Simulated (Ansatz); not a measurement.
**NiMoIrPdW: projected density of states with PBE+U**

The system is NiMoIrPdW.

```
CELL_PARAMETERS angstrom
2.76616 0.00000 0.00000
-1.38308 2.39557 0.00000
0.00000 0.00000 11.02292
ATOMIC_POSITIONS crystal
Ni 0.33333 0.66667 0.59712
Mo 0.00000 0.00000 0.41074
Pd 0.66667 0.33333 0.79520
Ir 0.66667 0.33333 0.19960
W 0.33333 0.66667 0.99734
```

The cell was built by a generator and needn't be a form met in nature.

```yaml
Program: Ansatz 0.2.0
Task: projected density of states
Functional: PBE
Potentials_or_basis: Ansatz PAW
Cutoff: "420 eV (not typed: the program's choice for these potentials)"
k_mesh: 11 × 11 × 3
Occupations: fermi-dirac, width 0.05 eV
Spin: collinear spin, ferromagnetic start
Starting_moments: "[1.0, 1.0, 0.0, 0.6, 0.0] μB"
Hubbard_terms: Ir d U = 6 eV, Mo d U = 6 eV, Ni d U = 6 eV, Pd d U = 6 eV, W d U = 6 eV
Hubbard_projectors: ortho-atomic (the default)
Double_counting: fll (the default)
```

```
Pressure                             : 22.9 GPa
Largest force                        : 1.400 eV/Å
Band gap on the k mesh               : none (metal or under the smearing width)
Net moment                           : 4.05 μB per cell
Absolute moment                      : 4.90 μB per cell
Site moments                         : Ni +1.03; Mo +2.16; Pd +0.01; Ir +0.10; W +0.03 μB
Density of states at the Fermi level : 2.29 states/eV per cell
```

Forces in eV/Å, atoms in the order of the input:
```
Ni   0.000  0.000  1.400
Mo   0.000  0.000 -0.937
Pd   0.000  0.000 -0.951
Ir   0.000  0.000  0.087
W    0.000  0.000  0.401
```

Stress tensor (GPa, compression positive):
```
24.66  0.00  0.00
 0.00 24.66  0.00
 0.00  0.00 19.38
```

Levels at points of the mesh, in eV from the Fermi level:
Spin up:
| k point | band 38 | band 39 | band 40 | band 41 | band 42 | band 43 | band 44 | band 45 | band 46 | band 47 |
| --- | --- | --- | --- | --- | --- | --- | --- | --- | --- | --- |
| (0.00, 0.00, 0.00) | -2.86 | -2.86 | -2.49 | -1.99 | -1.99 | -0.67 | -0.58 | -0.58 | -0.16 | 0.58 |
Spin down:
```
           k point  band 35  band 36  band 37  band 38  band 39  band 40  band 41  band 42
(0.00, 0.00, 0.00)    -2.58    -2.35    -2.06    -2.06    -1.60    -0.57    -0.57     0.01
```

States per cell in windows of 1 eV (zero at the Fermi level; states under -8 eV left out):
```
from (eV)    up  down  Ni 3d up  Pd 4d down  Pd 4d up  Ni 3d down  Ir 5d down  Ir 5d up
     -8.0  0.64  0.14      0.04        0.01      0.01        0.00        0.00      0.11
     -7.0  3.32  1.57      0.54        0.64      0.75        0.02        0.32      0.58
     -6.0  3.31  2.76      0.70        1.11      1.05        0.11        0.76      0.53
     -5.0  3.86  2.80      1.23        1.09      1.00        0.44        0.66      0.62
     -4.0  4.06  3.95      1.32        0.91      0.98        1.44        0.83      0.69
     -3.0  3.39  3.60      0.83        0.64      0.62        1.26        0.81      0.72
     -2.0  2.23  2.20      0.15        0.25      0.23        0.54        0.39      0.49
     -1.0  1.54  1.36      0.08        0.12      0.11        0.09        0.27      0.35
      0.0  1.28  1.24      0.03        0.06      0.06        0.08        0.20      0.29
      1.0  1.23  1.61      0.02        0.05      0.05        0.12        0.24      0.21
      2.0  1.13  1.88      0.01        0.04      0.04        0.32        0.17      0.15
      3.0  1.13  2.00      0.01        0.03      0.03        0.41        0.12      0.09
      4.0  0.84  1.30      0.01        0.01      0.01        0.08        0.07      0.04
      5.0  0.72  1.35      0.00        0.01      0.01        0.04        0.04      0.02
      6.0  0.67  1.10      0.00        0.00      0.01        0.02        0.02      0.02
      7.0  0.60  0.80      0.00        0.00      0.00        0.01        0.01      0.01
```

Eigenvalues of the final occupation matrices:
| site | spin | trace | eigenvalues |
| --- | --- | --- | --- |
| site 1 | 1 | 4.90 | 0.97 0.97 0.99 0.99 0.99 |
| site 1 | 2 | 3.89 | 0.08 0.95 0.95 0.96 0.96 |
| site 2 | 1 | 4.05 | 0.64 0.64 0.90 0.93 0.93 |
| site 2 | 2 | 1.17 | 0.09 0.09 0.15 0.42 0.42 |
| site 3 | 1 | 4.79 | 0.95 0.95 0.96 0.97 0.97 |
| site 3 | 2 | 4.78 | 0.94 0.95 0.95 0.97 0.97 |
| site 4 | 1 | 4.14 | 0.74 0.81 0.81 0.89 0.89 |
| site 4 | 2 | 4.05 | 0.74 0.74 0.80 0.89 0.89 |
| site 5 | 1 | 2.49 | 0.28 0.28 0.49 0.72 0.72 |
| site 5 | 2 | 2.45 | 0.24 0.24 0.47 0.75 0.75 |

Wall time 3.7 min on 8 threads of AMD EPYC 9B45 (Zen 5), with other jobs on the host, peak memory 4.9 GiB.

Caveat: the magnetic or orbital state may not be the lowest; the U is typed as a test and isn't derived for this compound; forces of over 1 eV/Å show positions far from the minimum, so gaps and moduli don't describe the material at rest. The run has no spin-orbit coupling, so splittings on Ir, W are missing.
